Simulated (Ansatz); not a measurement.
# CH4BBr, SMILES CBBr: a rigid torsion scan

Computed with the Python package of Ansatz (0.2.0).

Interactive session:
```pycon
>>> import ansatz as az
>>> from ase import Atoms
>>> atoms = Atoms(['C', 'B', 'Br', 'H', 'H', 'H', 'H'], positions=[
...     (-0.6011, 0.3437, -0.0423),
...     (0.7405, -0.3659, -0.1424),
...     (1.3212, -1.5196, 1.3568),
...     (-1.3908, -0.3446, 0.0549),
...     (-0.8124, 0.9709, -0.9972),
...     (-0.6483, 1.0863, 0.8197),
...     (1.4521, -0.2388, -1.0952),
... ])
>>> # relax first, so that the scan starts from a minimum
>>> first = (
...     az.Crystal.molecule_from_ase(atoms).calculation()
...     .basis(gaussian='def2-SVP')
...     .functional('r2scan0')
...     .relax(force_tolerance=0.02, max_steps=80)
... )
>>> atoms.positions = first.run().report['positions_ang']
>>> start = atoms.get_dihedral(3, 0, 1, 2)
>>> energies = {}
>>> for turn in range(0, 360, 40):
...     turned = atoms.copy()
...     turned.set_dihedral(3, 0, 1, 2, start + turn, indices=[1, 2, 6])
...     setup = (
...         az.Crystal.molecule_from_ase(turned).calculation()
...         .basis(gaussian='def2-SVP')
...         .functional('r2scan0')
...     )
...     energies[round((start + turn) % 360)] = setup.run().report['free_energy_ev']
...
>>> floor = min(energies.values())
>>> print('dihedral H3-C0-B1-Br2 (deg)   E - E(min) (eV)')
dihedral H3-C0-B1-Br2 (deg)   E - E(min) (eV)
>>> for angle, e in sorted(energies.items()):
...     print(f'{angle:8d} {(e - floor):14.3f}  ' + '#' * int(30 * (e - floor) / max(max(energies.values()) - floor, 1e-9)))
...
      39          0.036  ###############
      79          0.071  ##############################
     119          0.052  #####################
     159          0.032  #############
     199          0.034  ##############
     239          0.054  ######################
     279          0.071  #############################
     319          0.036  ###############
     359          0.000
```

The scan is rigid and the energies are electronic, in a modest basis. With rigid groups the curve can differ much from the relaxed path, the start wasn't checked as a minimum of this torsion, and equivalent turns needn't return to the same energy. Run time: 2.2 min on 1 thread of Arm Neoverse V2, with other jobs on the host, peak memory 0.24 GiB.
